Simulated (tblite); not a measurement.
# C8H9B: the cost of one run

Computed with tblite 0.8.0 and PySCF 2.14.0, with density-fitted response routines of our own, on a single molecule in the gas phase. Atoms count from 0, in the outputs and in this text.

### Step 1. Starting geometry

18 atoms, charge 0, multiplicity 1; geometry from: force field or distance geometry start.

Bonds of the start (Å): B0–C1 1.58, C1–C2 1.55, C2–C3 1.40, C3–C4 1.35, C4–C5 1.44, C5–C6 1.46, C6–C7 1.43, C7–C8 1.35, C8–C2 1.40, C8–C3 1.47, B0–H9 1.20, B0–H10 1.18, C1–H11 1.10, C1–H12 1.12, C2–H13 1.11, C4–H14 1.09, C5–H15 1.08, C6–H16 1.08, C7–H17 1.09.

### Step 2. Optimising the geometry with GFN2-xTB

Job settings and geometry (Å):

```
{"job": {"kind": "relax", "xc": "GFN2-xTB", "basis": "xTB"}, "charge": 0, "multiplicity": 1}
B     -3.100600    -0.262400    -0.168800
C     -1.863200     0.707500     0.021700
C     -0.825200     0.047400     0.967400
C      0.444800     0.627400     0.870900
C      1.645000     1.254500     0.857300
C      2.624500     0.447900     0.176400
C      2.344400    -0.871800    -0.387400
C      1.056600    -1.497300    -0.318400
C      0.165800    -0.702500     0.319700
H     -4.190000     0.085900     0.177800
H     -2.967900    -1.323900    -0.665700
H     -1.433900     0.935100    -0.967600
H     -2.216700     1.651700     0.500800
H     -1.117100    -0.289800     1.978800
H      1.830000     2.243000     1.273700
H      3.631200     0.841000     0.097200
H      3.149100    -1.406300    -0.868100
H      0.814500    -2.481100    -0.730700
```

On the command line:

```bash
> OMP_NUM_THREADS=1 python probes_run.py task.json out
```

This one command runs all jobs of the session in turn.

Q: Estimate the wall time and peak memory of this first job on 1 thread of Arm Neoverse N1, shared host.

About 1.4 s, with a peak of 0.18 GiB.
